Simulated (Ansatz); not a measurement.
Relaxation of a periodic cell of 17 atoms, CuSi16 (host Si, host structure diamond, interstitial Cu), cell charge +1, to a largest force component of 0.08 eV/Å in at most 25 steps.

These are results of Ansatz, DFT PBE-D3(BJ), scalar-relativistic, plane waves, PAW, not measurements. Settings: accuracy low, PAW set soft_1, cutoff 420 eV, k mesh 2x2x2, fermi-dirac smearing 0.02 eV, no spin polarisation.

```xyz
17
Lattice="0.0000 5.4300 5.4300 5.4300 0.0000 5.4300 5.4300 5.4300 0.0000" Properties=species:S:1:pos:R:3
Si 0.000 0.000 0.000
Si 1.357 1.357 1.357
Si 2.715 2.715 0.000
Si 4.072 4.072 1.357
Si 2.715 0.000 2.715
Si 4.072 1.357 4.072
Si 5.430 2.715 2.715
Si 6.787 4.072 4.072
Si 0.000 2.715 2.715
Si 1.357 4.072 4.072
Si 2.715 5.430 2.715
Si 4.072 6.787 4.072
Si 2.715 2.715 5.430
Si 4.072 4.072 6.787
Si 5.430 5.430 5.430
Si 6.787 6.787 6.787
Cu 5.493 5.423 2.702
```

Question: Where does it end, and by what steps?

Answer: The forces met the threshold. The force dipped under the threshold on the way, but the program's further checks kept it going. Limits of this set-up: coarse k mesh, a small cell, in which the defect meets its images, low accuracy level, charged cell in a uniform background, uncorrected. After 9 steps the energy has fallen by 0.141 eV; Si2 moved furthest, 0.23 Å.

```csv
step,energy less start (eV),largest force component (eV/Å),accepted
0,0.0000,0.637,yes
1,-0.0994,0.205,yes
2,-0.1088,0.055,yes
3,-0.1110,0.047,yes
4,-0.1135,0.137,yes
5,-0.1163,0.142,yes
6,-0.1179,0.180,yes
7,-0.0461,0.495,no
8,-0.1368,0.064,yes
9,-0.1409,0.051,yes
```

```xyz
17
Lattice="0.0000 5.4300 5.4300 5.4300 0.0000 5.4300 5.4300 5.4300 0.0000" Properties=species:S:1:pos:R:3
Si 0.026 0.047 0.005
Si 1.491 1.491 1.229
Si 2.854 2.800 -0.133
Si 4.045 4.068 1.405
Si 2.726 0.051 2.686
Si 4.007 1.350 4.147
Si 5.376 2.670 2.768
Si 6.751 4.060 4.102
Si 0.041 2.703 2.675
Si 1.312 4.028 4.127
Si 2.635 5.391 2.747
Si 4.092 6.706 4.050
Si 2.652 2.691 5.489
Si 4.022 4.023 6.829
Si 5.395 5.387 5.501
Si 6.732 6.765 6.837
Cu 5.636 5.493 2.541
```

Whether the end is a true minimum wasn't checked by a vibrational analysis.

The run took 70 s on 1 thread of Arm Neoverse V1, with other jobs on the host, peak memory 0.56 GiB.
